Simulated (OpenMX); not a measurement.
Crystal: AlN.

```
CELL_PARAMETERS angstrom
3.11300 0.00000 0.00000
-1.55650 2.69594 0.00000
0.00000 0.00000 4.98100
ATOMIC_POSITIONS crystal
Al 0.66667 0.33333 0.50000
Al 0.33333 0.66667 0.00000
N 0.66667 0.33333 0.88000
N 0.33333 0.66667 0.38000
```

Base run:

```yaml
Program: OpenMX 3.8.5
Functional: PBE
Dispersion: D4
Potentials_or_basis: OpenMX 2013 PBE set, Al7.0-s2p2d1, N6.0-s2p2d1, grid cutoff 400 Ry
k_mesh: 7 × 7 × 5
Occupations: fermi-dirac, width 0.05 eV
Spin: no spin polarisation
```

Its results: band gap on the k mesh 4.89 eV, direct; pressure -1.8 GPa; largest force 0.076 eV/Å.

**Question.** After a change of settings the same cell gave: band gap on the k mesh 4.89 eV, direct; pressure 2.8 GPa; largest force 0.077 eV/Å. Which change was it?
A. dispersion from D4 to D3(BJ)
B. dispersion from D4 to D3
C. dispersion from D4 to none

**Answer.** C.

Dispersion adds attraction, which lowers the pressure at fixed volume and, as a term added to the energy, leaves the levels alone.

Caveats: an odd mesh through Γ misses points on the zone boundary, where band edges often lie; the basis of atomic orbitals isn't converged, which shifts pressures, moduli and gaps.
